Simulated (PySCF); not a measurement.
# Bromomethylsilane (CH5BrSi): electronic excitations and core binding energies

What electronic excitations and core binding energies should Bromomethylsilane (CH5BrSi) (`[SiH3]CBr`) show?

Programs: PySCF 2.14.0, with density-fitted response routines of our own. Each step states its level of theory. These are calculated values for one molecule in the gas phase, unless marked as measured. Atoms count from 0, in the outputs and in this text.

**1. The molecule as given**

8 atoms, charge 0, multiplicity 1; geometry from: GFN2-xTB.

Bonds of the start (Å): Si0–C1 1.91, C1–Br2 1.95, Si0–H3 1.46, Si0–H4 1.46, Si0–H5 1.46, C1–H6 1.09, C1–H7 1.09.

**2. Ultraviolet spectrum: CAM-B3LYP/def2-SVPD**

What the job is given:

```
{"job": {"kind": "uv", "xc": "CAM-B3LYP", "basis": "def2-SVPD", "nstates": 8, "ntriplets": 3}, "charge": 0, "multiplicity": 1}
Si    -0.983956     0.032235    -0.048349
C      0.907565    -0.232377    -0.042189
Br     1.771809     1.382757     0.639602
H     -1.391204     0.298573     1.328859
H     -1.265140     1.172851    -0.915794
H     -1.576912    -1.202015    -0.563830
H      1.321934    -0.400592    -1.032994
H      1.224961    -1.042021     0.610129
```

Level: TDDFT CAM-B3LYP/def2-SVPD, vertical, gas phase, core orbitals frozen in the response.

Output:

```text
coarse grid: 31288 points
cycle   1  E = -2904.4146243479  dE = -1.104e+00  |g| = 2.038e-01  |ddm| = 2.943e+00
cycle   2  E = -2904.4231982953  dE = -8.574e-03  |g| = 1.224e-01  |ddm| = 5.329e-01
cycle   3  E = -2904.4270426620  dE = -3.844e-03  |g| = 5.032e-02  |ddm| = 2.011e-01
cycle   4  E = -2904.4276905199  dE = -6.479e-04  |g| = 1.027e-02  |ddm| = 6.492e-02
cycle   5  E = -2904.4277164094  dE = -2.589e-05  |g| = 7.652e-04  |ddm| = 2.292e-02
cycle   6  E = -2904.4277168033  dE = -3.939e-07  |g| = 2.877e-04  |ddm| = 3.202e-03
final grid: 63072 points
cycle   7  E = -2904.4276907356  dE = -3.336e-08  |g| = 1.825e-04  |ddm| = 1.289e-03
cycle   8  E = -2904.4276907395  dE = -3.971e-09  |g| = 1.694e-04  |ddm| = 4.649e-04
cycle   9  E = -2904.4276907452  dE = -5.648e-09  |g| = 2.153e-05  |ddm| = 1.846e-04
cycle  10  E = -2904.4276907454  dE = -1.755e-10  |g| = 9.332e-06  |ddm| = 4.324e-05
converged SCF energy = -2904.4276907454

Static polarisability (au): isotropic 62.267, principal 53.414 57.036 76.352

Singlet excitations
state   eV       nm        f      main configurations
  1   5.7774    214.6   0.01064   H->L 0.88
  2   6.0062    206.4   0.00129   H-1->L 0.87
  3   7.1662    173.0   0.01872   H->L+1 0.78, H->L+2 0.13
  4   7.4553    166.3   0.03837   H-1->L+1 0.77, H-1->L+2 0.12
  5   8.0767    153.5   0.01064   H->L+2 0.62, H->L+1 0.11, H->L+5 0.11
  6   8.2904    149.6   0.10829   H->L+3 0.50, H-2->L 0.17, H->L+5 0.16
  7   8.3299    148.8   0.00141   H->L+4 0.74, H->L+6 0.18
  8   8.4451    146.8   0.00090   H-1->L+2 0.46, H-1->L+3 0.23, H-1->L+1 0.10

Triplet excitations (Tamm-Dancoff, eV): 5.1378 5.3679 6.9565
```

It took 8.1 s on 1 thread, shared host.

Frontier orbitals and where they lie:

```csv
orbital,eV,atoms
HOMO−3,-11.41,"Si0 40 %, H3 24 %, H4 24 %"
HOMO−2,-11.33,"Si0 28 %, H5 25 %, Br2 21 %"
HOMO−1,-9.38,"Br2 84 %, C1 11 %"
HOMO,-9.10,"Br2 72 %, C1 14 %, Si0 8 %"
LUMO,0.43,"Br2 49 %, C1 20 %, Si0 12 %"
LUMO+1,1.12,"Si0 32 %, Br2 30 %, C1 14 %"
LUMO+2,1.43,"Si0 45 %, H4 12 %, H3 12 %"
```

With each of the 8 states as a Gaussian band of 0.4 eV half-width at 1/e, the curve within the window shown has maxima at 214 nm (ε 470), 168 nm (ε 2,100), 150 nm (ε 4,800) L/(mol cm). Beyond the last state computed it falls off for lack of states. The curve at chosen wavelengths:

```csv
nm,ε (L/mol/cm)
142,1271
146,3508
150,4825
154,3812
158,2304
161,1883
165,2025
169,2093
173,1716
177,1115
181,588
185,259
189,108
192,75
196,100
200,180
204,290
208,396
212,460
216,462
220,407
223,341
227,245
231,159
235,94
239,52
```

Ground-state properties from the same run:

```csv
property,computed
dipole moment (D),1.83
polarisability (Å³),9.23
HOMO–LUMO gap (eV),9.52
−ε(HOMO) (eV),9.10
```

**3. Core holes by ΔSCF: SCAN, X2C**

Same as in step 2 but for these lines:

```diff
@@ -1,2 +1,2 @@
-{"job": {"kind": "uv", "xc": "CAM-B3LYP", "basis": "def2-SVPD", "nstates": 8, "ntriplets": 3}, "charge": 0, "multiplicity": 1}
+{"job": {"kind": "xps"}, "charge": 0, "multiplicity": 1}
 Si    -0.983956     0.032235    -0.048349
```

Method: delta-SCF UKS SCAN, pcX-2 on the ionised atom, pcseg-1 elsewhere, spin-free X2C.

Output:

```text
ground state, core basis on atom 0 (Si), 126 functions
  cycle   1  E = -2929.85437442  |g| = 2.23e-01
  cycle   2  E = -2929.85348034  |g| = 2.27e-01
  cycle   3  E = -2929.86639947  |g| = 7.03e-02
  cycle   4  E = -2929.86775670  |g| = 2.19e-02
  cycle   5  E = -2929.86790218  |g| = 3.47e-03
  cycle   6  E = -2929.86790559  |g| = 7.32e-04
  cycle   7  E = -2929.86790609  |g| = 1.57e-04
  E(ground) = -2930.00248776 Eh
hole in Si 1s of atom 0
  cycle   1  E = -2860.93906561  |g| = 4.35e+00
  cycle   2  E = -2860.98656193  |g| = 2.13e+00
  cycle   3  E = -2861.65581936  |g| = 7.15e-01
  cycle   4  E = -2861.95054079  |g| = 2.64e-01
  cycle   5  E = -2861.98162846  |g| = 1.49e-01
  cycle   6  E = -2861.99396771  |g| = 3.41e-02
  cycle   7  E = -2861.99458348  |g| = 7.57e-03
  cycle   8  E = -2861.99462011  |g| = 1.83e-03
  cycle   9  E = -2861.99462197  |g| = 4.54e-04
  E(ion) = -2862.13606183 Eh   <S^2> = 0.7523   hole on atom = 1.000   binding energy = 1846.740 eV
hole in Si 2p of atom 0
  cycle   1  E = -2925.59587763  |g| = 1.23e+00
  cycle   2  E = -2925.49321160  |g| = 1.05e+00
  cycle   3  E = -2925.87993372  |g| = 2.25e-01
  cycle   4  E = -2925.91046580  |g| = 9.60e-02
  cycle   5  E = -2925.91420486  |g| = 5.76e-02
  cycle   6  E = -2925.91612837  |g| = 7.70e-03
  cycle   7  E = -2925.91616097  |g| = 2.23e-03
  cycle   8  E = -2925.91616175  |g| = 4.52e-04
  E(ion) = -2926.06153155 Eh   <S^2> = 0.7523   hole on atom = 1.002   binding energy = 107.239 eV
  2p3/2 = 107.024 eV   2p1/2 = 107.647 eV
ground state, core basis on atom 1 (C), 115 functions
  cycle   1  E = -2929.77766673  |g| = 6.12e-02
  cycle   2  E = -2929.77771671  |g| = 2.32e-02
  cycle   3  E = -2929.77777862  |g| = 1.86e-02
  cycle   4  E = -2929.77786409  |g| = 6.52e-03
  cycle   5  E = -2929.77787388  |g| = 4.22e-04
  E(ground) = -2929.95327570 Eh
hole in C 1s of atom 1
  cycle   1  E = -2918.48717299  |g| = 1.51e+00
  cycle   2  E = -2917.42481867  |g| = 2.02e+00
  cycle   3  E = -2918.96807696  |g| = 4.49e-01
  cycle   4  E = -2919.04907937  |g| = 1.89e-01
  cycle   5  E = -2919.06930807  |g| = 2.96e-02
  cycle   6  E = -2919.06982949  |g| = 7.41e-03
  cycle   7  E = -2919.06988054  |g| = 2.97e-03
  cycle   8  E = -2919.06988881  |g| = 1.60e-03
  cycle   9  E = -2919.06989410  |g| = 4.93e-04
  E(ion) = -2919.24173721 Eh   <S^2> = 0.7786   hole on atom = 1.000   binding energy = 291.476 eV
```

Wall time 6.6 s (1 thread, shared host).

The holes in one table. −ε is the ground-state orbital energy:

```
       hole  stands for                  environment  ΔSCF (eV; 2p as the shell's mean)  −ε (eV)   ⟨S²⟩
Si1s on Si0         Si0     silicon bonded to C, 3 H                            1846.74   1793.5  0.752
Si2p on Si0         Si0     silicon bonded to C, 3 H                             107.23     96.3  0.752
  C1s on C1          C1  sp3 CH2 bonded to Br and Si                             291.48    274.9  0.779
```

With the spin-orbit splitting: Si0 2p3/2 107.02, 2p1/2 107.65 eV. The table gives each 2p level as the mean over the whole 2p shell (two parts 2p3/2, one part 2p1/2), which differs a little from the single hole in the log.

**4. Outcome**

| quantity | value |
| --- | --- |
| lowest singlet (CAM-B3LYP/def2-SVPD) | 5.78 eV (215 nm), f = 0.011 |
| brightest single state of those computed | state 6, 8.29 eV, f = 0.108 |
| lowest triplet | 5.14 eV |
| Si1s binding energies, SCAN/pcX-2 | Si0 1846.74 eV |
| Si2p binding energies, SCAN/pcX-2 | Si0 107.23 eV |
| C1s binding energies, SCAN/pcX-2 | C1 291.48 eV |

In words: The lowest singlet, at 5.78 eV, is HOMO→LUMO 0.88 and is weak; of the 8 states computed, the strongest absorption comes from state 6 at 8.29 eV. The lowest triplet lies 0.64 eV below the lowest singlet (triplets in Tamm-Dancoff, singlets in full TDDFT).
